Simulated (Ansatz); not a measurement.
# ScCl (singlet): relaxing a cheap start

Aim: relax a generated start of ScCl (singlet) and see which bonds hold.

Program: Ansatz 0.2.0, Gaussian basis. Level of theory: RKS PBE0/def2-TZVP. These are calculated values, not measurements.

## (1) Where the work starts

2 atoms, charge 0, spin multiplicity 1.

Atoms are counted from 1 here; the program's logs count them from 0.

Bond lengths: Sc1–Cl2 2.470 Å.

As a file:

| atom | x (Å) | y (Å) | z (Å) |
| --- | --- | --- | --- |
| Sc1 | 0.0000 | 0.0000 | 0.0000 |
| Cl2 | 0.0000 | 0.0000 | 2.4700 |

The start is set by covalent radii. Sticks and bond lists go by distance. 

## (2) Relaxation

File in.yaml:

```yaml
crystal:
  periodic: [false, false, false]
  atoms:
    - {symbol: Sc, position_ang: [0.000000, 0.000000, 0.000000]}
    - {symbol: Cl, position_ang: [0.000000, 0.000000, 2.470000]}
basis:
  gaussian: {orbitals: def2-TZVP}
hamiltonian: {xc: pbe0}
relax: {f_tol: 0.004, max_steps: 80}
```

Started as:

```bash
ansatz run in.yaml --threads 1 --pin off --events-out ev --progress --plain --max-ram 2176MiB
```

What does the calculation give? Wanted: energy gained; shift from the start; total energy; dipole moment.

**Answer**, as computed:

```
                  quantity           value
                     steps               5
             energy gained        0.343 eV
shift from the start (rms)         0.127 Å
              total energy  -33213.6339 eV
             dipole moment          3.03 D
```

The bonds of the start are those of the end. Sc1–Cl2 went from 2.470 to 2.216 Å. No vibrations were run, so this is a stationary point, not a proven minimum, and this spin need not be the ground state's.
